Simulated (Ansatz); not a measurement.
Write a Python script for Ansatz's Python interface that makes a geometry optimisation of C₄H₇BS, SMILES CC#CBSC. Level of theory: B3LYP, cc-pVDZ basis, multiplicity 1.

```xyz
13

C     2.9821    0.6538   -0.0619
C     1.7036   -0.0436    0.0760
C     0.6500   -0.6176    0.1892
B    -0.6919   -1.3456    0.3319
S    -2.0062   -1.1708   -1.0097
C    -2.7858    0.2842   -0.2433
H     2.9771    1.2544   -0.9947
H     3.8057   -0.0883   -0.1044
H     3.1334    1.3246    0.8088
H    -0.9058   -2.0083    1.2857
H    -2.0584    1.1208   -0.1781
H    -3.1612    0.0305    0.7705
H    -3.6426    0.6057   -0.8701
```

`opt.py`
```python
import itertools

import ansatz as az
from ase.data import atomic_numbers, covalent_radii
import numpy as np

GEOMETRY = """
C     2.98210    0.65380   -0.06190
C     1.70360   -0.04360    0.07600
C     0.65000   -0.61760    0.18920
B    -0.69190   -1.34560    0.33190
S    -2.00620   -1.17080   -1.00970
C    -2.78580    0.28420   -0.24330
H     2.97710    1.25440   -0.99470
H     3.80570   -0.08830   -0.10440
H     3.13340    1.32460    0.80880
H    -0.90580   -2.00830    1.28570
H    -2.05840    1.12080   -0.17810
H    -3.16120    0.03050    0.77050
H    -3.64260    0.60570   -0.87010
"""


def main() -> None:
    mol = az.Crystal.molecule()
    for line in GEOMETRY.strip().splitlines():
        symbol, *xyz = line.split()
        mol = mol.atom(symbol, [float(v) for v in xyz])

    calculation = (
        mol.calculation()
        .basis(gaussian="cc-pVDZ")
        .functional("b3lyp")
    )
    symbols = [site.symbol for site in mol.cartesian_sites]
    start = np.array([site.position_ang for site in mol.cartesian_sites], dtype=float)
    def progress(event):
        if event["event"] == "relax_step":
            row = event["data"]
            print(f"step {row['step']:3d}  E = {row['lagrangian_ev']:.6f} eV  largest force component {row['allowed_force_max_ev_ang']:.4f} eV/A")


    rep = calculation.relax(force_tolerance=0.01, max_steps=100).session().plan().execute(on_event=progress).report
    end = np.array(rep["positions_ang"])

    print("reference energy %16.6f eV" % rep["reference_energy_ev"])
    print("total energy     %16.6f eV" % rep["free_energy_ev"])
    print("occupied orbitals outside the frozen core (up, down):", rep["n_occupied"], " frozen:", rep["n_frozen"], " virtual:", rep["n_virtual"])

    radius = [covalent_radii[atomic_numbers[s]] for s in symbols]
    span = lambda where, i, j: np.linalg.norm(where[i] - where[j])
    bonded = [(i, j) for i, j in itertools.combinations(range(len(symbols)), 2) if min(span(start, i, j), span(end, i, j)) < 1.2 * (radius[i] + radius[j])]
    print("pair        before    after (A)")
    for i, j in bonded:
        print(f"{symbols[i]}{i}-{symbols[j]}{j}".ljust(10), f"{span(start, i, j):8.4f} {span(end, i, j):8.4f}")

    charges = rep["charge_distribution"]
    dipole = np.array(charges["dipole_moment_e_ang"]) * 4.803205
    print("dipole (D): {:.3f} {:.3f} {:.3f}, length {:.3f}".format(*dipole, np.linalg.norm(dipole)))
    print("atom  Mulliken   Lowdin")
    for symbol, m, l in zip(symbols, charges["mulliken_charges_e"], charges["lowdin_charges_e"]):
        print(f"{symbol:4s} {m:9.3f} {l:8.3f}")


if __name__ == "__main__":
    main()
```

```console
$ python opt.py
step   1  E = -15773.228523 eV  largest force component 2.6343 eV/A
step   2  E = -15773.300031 eV  largest force component 0.4139 eV/A
step   3  E = -15773.311007 eV  largest force component 0.2814 eV/A
step   4  E = -15773.339260 eV  largest force component 0.5043 eV/A
step   5  E = -15773.409328 eV  largest force component 0.6593 eV/A
step   6  E = -15773.537015 eV  largest force component 0.6071 eV/A
step   7  E = -15773.687941 eV  largest force component 0.7404 eV/A
step   8  E = -15773.848986 eV  largest force component 0.2973 eV/A
step   9  E = -15773.953260 eV  largest force component 0.3404 eV/A
step  10  E = -15773.996629 eV  largest force component 0.2952 eV/A
step  11  E = -15774.047082 eV  largest force component 0.3895 eV/A
step  12  E = -15774.087977 eV  largest force component 0.1662 eV/A
step  13  E = -15774.103304 eV  largest force component 0.0800 eV/A
step  14  E = -15773.916435 eV  largest force component 6.5953 eV/A
step  15  E = -15774.105019 eV  largest force component 0.0314 eV/A
step  16  E = -15774.105949 eV  largest force component 0.0416 eV/A
step  17  E = -15774.106013 eV  largest force component 0.0207 eV/A
step  18  E = -15774.106014 eV  largest force component 0.0212 eV/A
step  19  E = -15774.106033 eV  largest force component 0.0225 eV/A
step  20  E = -15774.106079 eV  largest force component 0.0043 eV/A
reference energy    -15774.106385 eV
total energy        -15774.106385 eV
occupied orbitals outside the frozen core (up, down): [26, 26]  frozen: 0  virtual: [97, 97]
pair        before    after (A)
C0-C1        1.4629   1.4572
C0-H6        1.1094   1.1021
C0-H7        1.1094   1.1028
C0-H8        1.1095   1.1027
C1-C2        1.2051   1.2236
C2-B3        1.5333   1.5108
B3-S4        1.8862   1.7942
B3-H9        1.1810   1.2045
S4-C5        1.8199   1.8411
C5-H10       1.1105   1.0989
C5-H11       1.1104   1.0978
C5-H12       1.1092   1.0986
dipole (D): 0.362 -0.050 0.245, length 0.440
atom  Mulliken   Lowdin
C        0.054    0.032
C       -0.040   -0.055
C       -0.184    0.004
B       -0.024   -0.543
S       -0.012    0.554
C       -0.124   -0.103
H        0.062    0.033
H        0.064    0.038
H        0.064    0.037
H       -0.047   -0.011
H        0.067    0.005
H        0.067    0.007
H        0.055    0.002
```

Notes:
- Total energies depend on the basis set; only differences at equal settings carry meaning.
- The end point is the stationary point reached from this start; no frequency run checks that it is a minimum, and the basis set is modest.
- The Löwdin charges here are taken after orthogonalising the functions within each atom; they differ from plain Löwdin charges, and their signs can be unphysical.
- b3lyp holds the VWN-RPA fit, as in Gaussian; the form of ORCA and Turbomole is b3lyp5.
- Timing: 2.5 min on 1 thread of Arm Neoverse V1 (shared host), peak memory 0.36 GiB.
